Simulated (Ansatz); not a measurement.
# CuSn4: the cost of one run

Computed with Ansatz 0.2.0 (DFT PBE, scalar-relativistic, plane waves, PAW, unless a step's input says otherwise).

### Step 1. The structure to begin with

It takes space group P6/mmm (No. 191, hexagonal). The conventional cell has a = 5.121 Å, b = 5.121 Å, c = 7.928 Å, α = 90.00°, β = 90.00°, γ = 120.00°. Cu (site symmetry 6/mmm) has 8 Sn at 2.52 to 2.96 Å in its first shell of neighbours. Sn (site symmetry -6m2) is surrounded by 3 Sn at 2.96 Å and 3 Cu at 2.96 Å. Sn (site symmetry 6mm) is surrounded by 1 Cu at 2.52 Å and 1 Sn at 2.89 Å.

Coordinates:

```xyz
5
Lattice="5.1211 0.0000 0.0000 -2.5605 4.4350 0.0000 0.0000 0.0000 7.9281" Properties=species:S:1:pos:R:3 pbc="T T T"
Cu    0.0000    0.0000    3.9640
Sn    0.0000    2.9567    3.9640
Sn    2.5605    1.4783    3.9640
Sn    0.0000    0.0000    1.4449
Sn    0.0000    0.0000    6.4832
```

The cell was relaxed beforehand at this level, from a generated guess; it is a trial structure. At a tolerance of 0.05 Å it has space group P6/mmm (No. 191); it has 36.01 Å³/atom, an uncorrected energy of +0.56 eV/atom over the elements.

### Step 2. Static run: bands, density of states and charges

File input.yaml:

```yaml
crystal:
  lattice:
    - [5.1210796769, 0.0, 0.0]
    - [-2.5605398384, 4.434985095, 0.0]
    - [0.0, 0.0, 7.9280736206]
  atoms:
    - { symbol: Cu, position: [0.0, 0.0, 0.5] }
    - { symbol: Sn, position: [0.3333333333, 0.6666666667, 0.5] }
    - { symbol: Sn, position: [0.6666666667, 0.3333333333, 0.5] }
    - { symbol: Sn, position: [0.0, 0.0, 0.1822509563] }
    - { symbol: Sn, position: [0.0, 0.0, 0.8177490437] }
basis:
  ecutwfc: 420
kpoints:
  mp_grid: { grid: [12, 12, 6] }
  band_path:
    path:
      - [[0.0, 0.0, 0.0], [0.5, 0.0, 0.0], [0.33333333, 0.33333333, 0.0], [0.0, 0.0, 0.0], [0.0, 0.0, 0.5], [0.5, 0.0, 0.5], [0.33333333, 0.33333333, 0.5], [0.0, 0.0, 0.5]]
      - [[0.5, 0.0, 0.5], [0.5, 0.0, 0.0]]
      - [[0.33333333, 0.33333333, 0.5], [0.33333333, 0.33333333, 0.0]]
    npoints: 14
hamiltonian:
  xc: pbe
scf:
  occupations: { method: gaussian, width: 0.1 }
  n_extra_bands: 12
output:
  forces: true
  stress: true
  eigenvalues: true
  populations: true
  dos: { projected: true, de: 0.02, nscf_kmesh: { grid: [15, 15, 8] } }
  bader: true
  write_density: true
  write_potential: true
  elf: true
  volumetric_format: npy
```

On the command line:

```console
> ansatz run input.yaml --threads 1 --pin off --max-ram 2560MiB --backend cpu --events-out ev --progress --plain --runs-dir out
```

**Question.** How long does this run take on 1 thread of Intel Xeon at 2.50GHz (Skylake/Cascade Lake), shared host, and how much memory does it need?

About 4.6 min, with a peak of 1 GiB.
